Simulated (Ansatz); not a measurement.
# MnS: the cost of one run

Method: DFT PBE+U (U_eff = 3.9 eV on Mn 3d), scalar-relativistic, plane waves, PAW, in Ansatz 0.2.0.

The COD entry's cell or inner coordinates are ideal or old and differ from later refinements, so a difference from it is no clean test against experiment.

1 further run of the same task is left out (set aside as unsound or not needed).

### Step 1. The starting structure

Symmetry: Fm-3m, No. 225, cubic system. The conventional cell has a = 5.209 Å, b = 5.209 Å, c = 5.209 Å, α = 90.00°, β = 90.00°, γ = 90.00°. Mn (site symmetry m-3m) is surrounded by 6 S at 2.60 Å. S (site symmetry m-3m) is surrounded by 6 Mn at 2.60 Å.

Coordinates:

```
CELL_PARAMETERS angstrom
0.00000 2.60450 2.60450
2.60450 0.00000 2.60450
2.60450 2.60450 0.00000
ATOMIC_POSITIONS crystal
Mn 0.00000 0.00000 0.00000
S 0.50000 0.50000 0.50000
```

At PBE+U (U_eff = 3.9 eV on Mn 3d), an earlier run found 4.94 GPa for this cell of 17.667 Å³/atom (10×10×10 mesh). The cell is compressed at this level.

### Step 2. Coarse mesh, to find the state of the open shells

The input, input.yaml:

```yaml
crystal:
  lattice:
    - [0.0, 2.6045, -2.6045]
    - [0.0, 2.6045, 2.6045]
    - [5.209, 0.0, 0.0]
  atoms:
    - { symbol: Mn, position: [0.0, 0.0, 0.0], spin: 5.0 }
    - { symbol: S, position: [0.0, 1.0, 0.5] }
    - { symbol: Mn, position: [0.5, 0.5, 0.5], spin: -5.0 }
    - { symbol: S, position: [0.5, 1.5, 1.0] }
basis:
  ecutwfc: 420
  ecutrho_ratio: 4
kpoints:
  mp_grid: { grid: [4, 4, 3] }
hamiltonian:
  xc: pbe
  hubbard: { sites: [{ species: Mn, l: d, u_eff: 3.9 }] }
scf:
  occupations: { method: gaussian, width: 0.05 }
output:
  forces: true
  stress: true
  eigenvalues: true
  populations: true
  hubbard: { sites: [{ species: Mn, l: d }] }
magnetization:
  spin_polarized: true
```

Launch:

```bash
$ ansatz run input.yaml --threads 4 --pin off --max-ram 10240MiB --backend cpu --events-out ev --progress --plain --runs-dir out
```

Q: Estimate wall time and peak memory on 4 threads of Arm Neoverse V1, shared host.

About 2 s, with a peak of 0.39 GiB.
